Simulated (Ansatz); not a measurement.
**wB97X/6-311+G(d,p) run of BCNF2 (SMILES N#CB(F)F)**

Aim: the vertical ionisation energy of BCNF2 at wB97X/6-311+G**, from 2 runs. 

The results are computed with Ansatz 0.2.0.

69 further runs of the same task are left out: 69 set aside as unsound or not needed.

## Step 1: Starting point

BCNF2 has 5 atoms, charge 0, and is taken as a singlet. As SMILES, `N#CB(F)F`. The coordinates come from a PBE0-D4/def2-TZVP relaxation.

Bond lengths: N1–C2 1.150 Å, C2–B3 1.543 Å, B3–F4 1.306 Å, B3–F5 1.306 Å. Angles: N1–C2–B3 180.0°, C2–B3–F4 119.9°, C2–B3–F5 119.9°, F4–B3–F5 120.2°.

## Step 2: The energy at wB97X/6-311+G(d,p)

molecule.yaml reads:

```yaml
crystal:
  periodic: [false, false, false]
  atoms:
    - symbol: "N"
      position_ang: [-0.715100, 1.789700, 0.801000]
    - symbol: C
      position_ang: [-0.319400, 0.804800, 0.359300]
    - symbol: B
      position_ang: [0.212000, -0.517400, -0.233800]
    - symbol: F
      position_ang: [1.451200, -0.872800, -0.026200]
    - symbol: F
      position_ang: [-0.578700, -1.277900, -0.941900]
basis:
  gaussian:
    orbitals: 6-311+G_st__st_.json
output: {orbitals: {seedname: orbitals}}
accuracy: high
hamiltonian:
  xc: {name: wB97X}
```

The basis set 6-311+G** is read from a file made from the Basis Set Exchange's data (not shown).

Started as:

```
ansatz run molecule.yaml --threads 1 --pin off --max-ram 3480MiB --events-out events.jsonl --progress --plain --runs-dir runs
```

Log:

```text
Warning: RAYON_NUM_THREADS=1 ignored (pool sized by the plan → 1); use --threads N
Functional definition: wB97X
  name "wB97X"
  parameter omega = 0.3/bohr
  parameter cx = 0.157706
  parameter cx1 = 0.726479
  parameter cx2 = 1.04760
  parameter cx3 = -5.70635
  parameter cx4 = 13.2794
  parameter css1 = -4.33879
  parameter css2 = 18.2308
  parameter css3 = -31.7430
  parameter css4 = 17.2901
  parameter cos1 = 2.37031
  parameter cos2 = -11.3995
  parameter cos3 = 6.58405
  parameter cos4 = -3.78132
  exchange = spin_sum(e_x_unif_sr(omega)*poly(b97_u_x, 1 - cx, cx1, cx2, cx3, cx4)) + cx*exact_x_sr(omega)
      + exact_x_lr(omega)
  correlation = spin_sum(e_c_pw_same_spin*poly(b97_u_same, 1, css1, css2, css3, css4))
      + integral(e_c_pw_opposite_spin*poly(b97_u_opposite, 1, cos1, cos2, cos3, cos4))
1963 factors; integrals over basis functions are off by at most 4.0e-9 eV
377 factors; integrals over basis functions are off by at most 2.0e-9 eV
mean field evaluation 1: about -8635.5735 eV, gradient 5.1e1 eV
mean field evaluation 2: about -8634.2013 eV, gradient 6.0e1 eV
mean field evaluation 4: about -8639.8641 eV, gradient 3.3e0 eV
mean field evaluation 8: about -8640.0145 eV, gradient 1.7e-1 eV
mean field evaluation 16: about -8640.0145 eV, gradient 1.2e-4 eV
mean field -8640.01453228 eV, -317.5146776491 hartree, gradient 3.6e-8 eV, S^2 0.000000; 0 other end points of the search recorded, 0 dependent functions left out
reference -8640.01452681 eV, -317.5146774479 hartree; 18, 18 occupied and 92, 92 virtual orbitals, 1963 factors
Total energy: -8640.01452681 eV, -317.5146774479 hartree
```

It took 18 s on 1 thread of Arm Neoverse V2, shared host; peak memory 0.51 GiB.

## Step 3: The doublet cation, same level

in.yaml reads:

```yaml
crystal:
  periodic: [false, false, false]
  atoms:
    - {symbol: N, position_ang: [-0.715100, 1.789700, 0.801000]}
    - {symbol: C, position_ang: [-0.319400, 0.804800, 0.359300]}
    - {symbol: B, position_ang: [0.212000, -0.517400, -0.233800]}
    - {symbol: F, position_ang: [1.451200, -0.872800, -0.026200]}
    - {symbol: F, position_ang: [-0.578700, -1.277900, -0.941900]}
basis:
  gaussian:
    orbitals: 6-311+G_st__st_.json
total_charge: 1
magnetization:
  spin_polarized: true
  initial_magnetization: 1
hamiltonian:
  xc: {name: wB97X}
accuracy: high
output:
  orbitals: {seedname: orbitals}
```

The basis set 6-311+G** is read from a file made from the Basis Set Exchange's data (not shown).

Started as:

```
ansatz run in.yaml --threads 1 --pin off --max-ram 3480MiB --events-out events.jsonl --progress --plain --runs-dir runs
```

Log (excerpt; [...] marks lines left out):

```text
Warning: RAYON_NUM_THREADS=1 ignored (pool sized by the plan → 1); use --threads N
Functional definition: wB97X
  name "wB97X"
[...]
      + exact_x_lr(omega)
[...]
      + integral(e_c_pw_opposite_spin*poly(b97_u_opposite, 1, cos1, cos2, cos3, cos4))
1963 factors; integrals over basis functions are off by at most 4.0e-9 eV
377 factors; integrals over basis functions are off by at most 2.0e-9 eV
[...]
mean field -8626.28794884 eV, -317.0102350119 hartree, gradient 2.2e-8 eV, S^2 0.752287; 4 other end points of the search recorded, 0 dependent functions left out
reference -8626.28794213 eV, -317.0102347651 hartree; 18, 17 occupied and 92, 93 virtual orbitals, 1963 factors
Total energy: -8626.28794213 eV, -317.0102347651 hartree
```

Run time: 88 s. Hardware: 1 thread of Arm Neoverse V2, shared host; peak memory 0.81 GiB.

## Step 4: Results

Level: wB97X/6-311+G**.

```
                                          quantity          value
                       singlet BCNF2: total energy  -317.51468 Eh
                        singlet BCNF2: HOMO energy      -13.33 eV
                        singlet BCNF2: LUMO energy       -0.10 eV
                      singlet BCNF2: HOMO–LUMO gap       13.23 eV
                      doublet cation: total energy  -317.01023 Eh
doublet cation: HOMO energy (highest over α and β)      -21.50 eV
 doublet cation: LUMO energy (lowest over α and β)      -14.13 eV
                              doublet cation: ⟨S²⟩          0.752
vertical ionisation energy (to the doublet cation)      13.727 eV
```

What this shows: The vertical ionisation energy comes to 13.73 eV (1324 kJ/mol). −ε(HOMO) before ionisation, 13.33 eV, is 0.40 eV below this ionisation energy.
